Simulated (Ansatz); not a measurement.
# MnF2: the cost of one run

Method: DFT PBE+U (U_eff = 3.9 eV on Mn 3d), scalar-relativistic, plane waves, PAW, in Ansatz 0.2.0.

## 1. The starting structure

The structure is tetragonal, space group P4_2/mnm (No. 136). The conventional cell has a = 4.874 Å, b = 4.874 Å, c = 3.311 Å, α = 90.00°, β = 90.00°, γ = 90.00°. Mn (site symmetry mmm) is surrounded by 6 F at 2.10 to 2.13 Å. F (site symmetry m2m) is surrounded by 3 Mn at 2.10 to 2.13 Å.

Structure file:

```
CELL_PARAMETERS angstrom
4.87380 0.00000 0.00000
0.00000 4.87380 0.00000
0.00000 0.00000 3.31070
ATOMIC_POSITIONS crystal
Mn 0.00000 0.00000 0.00000
Mn 0.50000 0.50000 0.50000
F 0.30530 0.30530 0.00000
F 0.19470 0.80530 0.50000
F 0.69470 0.69470 0.00000
F 0.80530 0.19470 0.50000
```

Starting moments: Mn 5.00 μB.

## 2. First run, at the start cell

Contents of input.yaml:

```yaml
crystal:
  lattice:
    - [4.8738, 0.0, 0.0]
    - [0.0, 4.8738, 0.0]
    - [0.0, 0.0, 3.3107]
  atoms:
    - { symbol: Mn, position: [0.0, 0.0, 0.0], spin: 5.0 }
    - { symbol: Mn, position: [0.5, 0.5, 0.5], spin: 5.0 }
    - { symbol: F, position: [0.3053, 0.3053, 0.0] }
    - { symbol: F, position: [0.1947, 0.8053, 0.5] }
    - { symbol: F, position: [0.6947, 0.6947, 0.0] }
    - { symbol: F, position: [0.8053, 0.1947, 0.5] }
basis:
  ecutwfc: 420
  ecutrho_ratio: 4
kpoints:
  mp_grid: { grid: [3, 3, 4] }
hamiltonian:
  xc: pbe
  hubbard: { sites: [{ species: Mn, l: d, u_eff: 3.9 }] }
scf:
  occupations: { method: gaussian, width: 0.05 }
output:
  forces: true
  stress: true
  eigenvalues: true
  populations: true
  hubbard: { sites: [{ species: Mn, l: d }] }
magnetization:
  spin_polarized: true
```

The run is started by

```sh
ansatz run input.yaml --threads 4 --pin off --max-ram 10240MiB --backend cpu --events-out ev --progress --plain --runs-dir out
```

What time and memory should one allow on 4 threads of Intel Xeon at 2.50GHz (Skylake/Cascade Lake), shared host?

About 4.5 s, with a peak of 0.43 GiB.
